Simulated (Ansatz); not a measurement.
I need a ladder of basis sets of BBrH2, SMILES BBr. Use the Ansatz DFT code, driven from Python. Settings (for the species named): B3LYP, cc-pVDZ basis, multiplicity 1. The script varies basis: cc-pVDZ, cc-pVTZ.

```xyz
4

B    -0.1374   -0.0102   -0.0834
Br    1.5478   -0.3555    0.8146
H    -1.1798   -0.5956    0.1592
H    -0.1751    0.9010   -0.9107
```

`bbrh2.py`
```python
import ansatz as az

XC = "b3lyp"

GEOMETRY = """
B    -0.13740   -0.01020   -0.08340
Br    1.54780   -0.35550    0.81460
H    -1.17980   -0.59560    0.15920
H    -0.17510    0.90100   -0.91070
"""

system = az.Crystal.molecule()
for line in GEOMETRY.strip().splitlines():
    symbol, *xyz = line.split()
    system = system.atom(symbol, [float(v) for v in xyz])

calculation = system.calculation().functional(XC)

energies = {}
for basis in ["cc-pVDZ", "cc-pVTZ"]:
    report = calculation.basis(gaussian=basis).run(threads=1, pin="off").report
    size = report["n_frozen"] + report["n_occupied"][0] + report["n_virtual"][0]
    energies[basis] = (report["reference_energy_ev"] / 27.211386246, report["free_energy_ev"] / 27.211386246)
    print(f"{basis:14s} {size:4d} orbitals  reference {energies[basis][0]:14.6f} Ha  total {energies[basis][1]:14.6f} Ha")

last = energies["cc-pVTZ"][1]
for basis, (_, total) in energies.items():
    print(f"{basis:14s} lies {27.211386 * (total - last):9.4f} eV above cc-pVTZ")
```

```console
$ python bbrh2.py
cc-pVDZ          51 orbitals  reference   -2600.218268 Ha  total   -2600.218268 Ha
cc-pVTZ         101 orbitals  reference   -2600.302748 Ha  total   -2600.302748 Ha
cc-pVDZ        lies    2.2988 eV above cc-pVTZ
cc-pVTZ        lies    0.0000 eV above cc-pVTZ
```

Against cc-pVDZ: cc-pVTZ -84.5 mHa. The last step alone is -84.48 mHa. From the first set to the last the time grows from 1.1 to 1.6 s.

Reading the output:
- The drop along the ladder measures the basis error, and is no property of the molecule.
- The geometry is a force-field or estimated start, not a minimum of this method, and the last set is no limit. Much of the fall in a total is atomic energy, which cancels in bond and reaction energies.
- b3lyp holds the VWN-RPA fit, as in Gaussian; the form of ORCA and Turbomole is b3lyp5.
- Run time: 3.1 s on 1 thread of Arm Neoverse V1, with other jobs on the host, peak memory 0.21 GiB.
